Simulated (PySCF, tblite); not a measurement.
**C6H11O−: geometry, infrared bands and NMR shifts**

What infrared bands and NMR shifts should C6H11O− (`[CH2-]/C(C)=C/COC`) show?

Programs: tblite 0.8.0 and PySCF 2.14.0, with density-fitted response routines of our own. Each step states its level of theory. These are calculated values for one molecule in the gas phase, unless marked as measured. Atoms are numbered from 0 throughout.

### 1 The starting structure

18 atoms, charge -1, multiplicity 1; geometry from: force field or distance geometry start.

Bonds of the start (Å): C0–C1 1.46, C1–C2 1.48, C1–C3 1.33, C3–C4 1.48, C4–O5 1.39, O5–C6 1.39, C0–H7 1.09, C0–H8 1.09, C2–H9 1.11, C2–H10 1.13, C2–H11 1.10, C3–H12 1.09, C4–H13 1.11, C4–H14 1.11, C6–H15 1.14, C6–H16 1.11, C6–H17 1.10.

### 2 Optimising the geometry with GFN2-xTB

The job: settings as JSON, then the geometry in Å.

```
{"job": {"kind": "relax", "xc": "GFN2-xTB", "basis": "xTB"}, "charge": -1, "multiplicity": 1}
C     -1.920500     1.498100     0.857100
C     -1.287800     0.328400     0.254600
C     -2.057600    -0.672900    -0.517800
C      0.019200     0.175900     0.438000
C      0.793200    -0.974900    -0.090200
O      1.808400    -0.602800    -0.964800
C      2.757600     0.223800    -0.385100
H     -2.544000     2.126400     0.221500
H     -1.795800     1.756300     1.909500
H     -1.811400    -0.524300    -1.589000
H     -3.163400    -0.547200    -0.348100
H     -1.834400    -1.725200    -0.276200
H      0.540900     0.923200     1.037800
H      1.294000    -1.561800     0.711200
H      0.174400    -1.713800    -0.633700
H      3.185600    -0.366300     0.488200
H      3.567300     0.522100    -1.080600
H      2.265600     1.141500    -0.044300
```

Command:

```sh
$ OMP_NUM_THREADS=1 python probes_run.py task.json out
```

One launch serves the whole session: the jobs run in the order shown.

**Question.** This job is followed by: GFN2-xTB harmonic vibrations, gas phase; GIAO PBE0/pcSseg-1 NMR shielding, non-relativistic, gas phase. What will the session give for the following? strongest single infrared mode (GFN2-xTB); zero-point energy (GFN2-xTB); 13C shifts against TMS (PBE0/pcSseg-1); 1H shifts against TMS (PBE0/pcSseg-1, means over atoms taken as alike); 17O shifts against H2O (PBE0/pcSseg-1).

As calculated:

| quantity | value |
| --- | --- |
| strongest single infrared mode (GFN2-xTB) | 224 cm⁻¹, 524 km/mol |
| zero-point energy (GFN2-xTB) | 93.6 kcal/mol |
| 13C shifts against TMS (PBE0/pcSseg-1) | 157.4, 93.0, 70.5, 66.6, 45.8, 22.9 ppm |
| 1H shifts against TMS (PBE0/pcSseg-1, means over atoms taken as alike) | 4.54, 3.30, 3.20, 3.02, 1.42 ppm |
| 17O shifts against H2O (PBE0/pcSseg-1) | 101.6 ppm |

In words: Over 136 steps the energy fell by 1.522 eV; of the close pairs, C4–O5 changed most, 1.391 to 1.771 Å. No mode is imaginary among the 48: a minimum at this level. The strongest single mode, at 224 cm⁻¹, is carried by C4, O5, C3, C6. Unscaled tight-binding wavenumbers are off by several per cent, some by more. Its intensities can rank the bands wrongly. H13, H14 (mean) (hydrogen on an allylic sp3 CH2 bonded to O) lies farthest downfield among hydrogen, at 4.54 ppm; its carbon carries O, which withdraws density. At PBE0/pcSseg-1: The widest tensor belongs to O5: span 314 ppm, with a paramagnetic part of -167 ppm. At PBE0/pcSseg-1 the HOMO lies above zero (+0.31 eV), as often for anions in the gas phase: self-interaction error lifts it, or the electron is held by the finite basis alone; counter-ions and solvent are missing.
